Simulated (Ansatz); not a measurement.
# CH₄F₂InN: small, medium and large basis sets

An exercise on one series of results from a longer session: the logs are not shown, and one member is left open.

Program: Ansatz 0.2.0, Gaussian basis. Level of theory: one geometry, several basis sets. These are calculated values, not measurements.

Levels to be run: PBE0-D4/def2-SVP; ωB97M-V/def2-SVP; PBE0-D4/def2-QZVPP; ωB97M-V/def2-QZVPP; the functionals' def2-TZVPP values are taken from earlier runs.

### Structure used throughout

All runs share one geometry, relaxed beforehand with PBE0-D4 in a triple-zeta def2 set. In takes the def2 core potential; no spin-orbit term is included.

SMILES `C[NH][In]([F])[F]`, 9 atoms, charge 0, spin multiplicity 1.

Atoms are counted from 1 here; the program's logs count them from 0.

Bond lengths: C1–N2 1.453 Å, C1–H6 1.091 Å, C1–H7 1.096 Å, C1–H8 1.095 Å, N2–In3 1.990 Å, N2–H9 1.009 Å, In3–F4 1.938 Å, In3–F5 1.936 Å. Angles: N2–C1–H6 110.1°, N2–C1–H7 114.1°, N2–C1–H8 109.8°, H6–C1–H7 107.6°, H6–C1–H8 107.0°, H7–C1–H8 107.9°, C1–N2–In3 123.3°, C1–N2–H9 112.9°, In3–N2–H9 114.7°, N2–In3–F4 122.3°, N2–In3–F5 125.2°, F4–In3–F5 111.9°.

Geometry (Å):

```mol
CH4F2InN
  3D, bonds by distance, orders not assigned

  9  8  0  0  0  0  0  0  0  0999 V2000
   -0.4184   -1.2049    0.5445 C   0  0
    0.0514    0.1626    0.6880 N   0  0
    0.4087    1.3627   -0.8581 In  0  0
   -0.4007    1.0827   -2.5967 F   0  0
    1.3801    3.0347   -0.7731 F   0  0
   -1.1091   -1.2787   -0.2974 H   0  0
    0.3808   -1.9379    0.3829 H   0  0
   -0.9724   -1.5026    1.4410 H   0  0
    0.6796    0.2815    1.4689 H   0  0
  1  2  8  0
  2  3  8  0
  3  4  8  0
  3  5  8  0
  1  6  8  0
  1  7  8  0
  1  8  8  0
  2  9  8  0
M  END
```

The first run:

in.yaml reads:

```yaml
crystal:
  periodic: [false, false, false]
  atoms:
    - {symbol: C, position_ang: [-0.418439, -1.204910, 0.544512]}
    - {symbol: N, position_ang: [0.051359, 0.162590, 0.688004]}
    - {symbol: In, position_ang: [0.408696, 1.362733, -0.858069]}
    - {symbol: F, position_ang: [-0.400686, 1.082715, -2.596671]}
    - {symbol: F, position_ang: [1.380130, 3.034681, -0.773109]}
    - {symbol: H, position_ang: [-1.109073, -1.278719, -0.297447]}
    - {symbol: H, position_ang: [0.380834, -1.937933, 0.382855]}
    - {symbol: H, position_ang: [-0.972381, -1.502644, 1.441002]}
    - {symbol: H, position_ang: [0.679561, 0.281487, 1.468923]}
basis:
  gaussian: {orbitals: def2-SVP}
hamiltonian: {xc: pbe0, dispersion: d4}
output: {orbitals: {seedname: orbitals}}
```

Started as:

```console
$ ansatz run in.yaml --threads 4 --pin off --events-out ev --progress --plain --max-ram 10444MiB
```

Among the steps run: PBE0-D4 in def2-SVP; ωB97M-V in def2-SVP; PBE0-D4 in def2-QZVPP; ωB97M-V in def2-QZVPP.

One of the session's tables, all rows but one given; the rest of the session is left out.

It belongs to the step «Density functionals: the series». 

| functional | basis | HOMO (eV) | LUMO (eV) |
| --- | --- | --- | --- |
| PBE0-D4 | def2-SVP | -7.26 | -1.95 |
| PBE0-D4 | def2-TZVPP | -7.44 | -2.18 |
| PBE0-D4 | def2-QZVPP | ? | ? |
| ωB97M-V | def2-SVP | -9.56 | 0.04 |
| ωB97M-V | def2-TZVPP | -9.75 | -0.26 |
| ωB97M-V | def2-QZVPP | -9.79 | -0.46 |

Estimate the missing values for PBE0-D4, def2-QZVPP.

As computed: HOMO (eV): -7.47; LUMO (eV): -2.24. In the column «HOMO (eV)» it lies between ωB97M-V, def2-SVP (-9.56) and PBE0-D4, def2-TZVPP (-7.44).
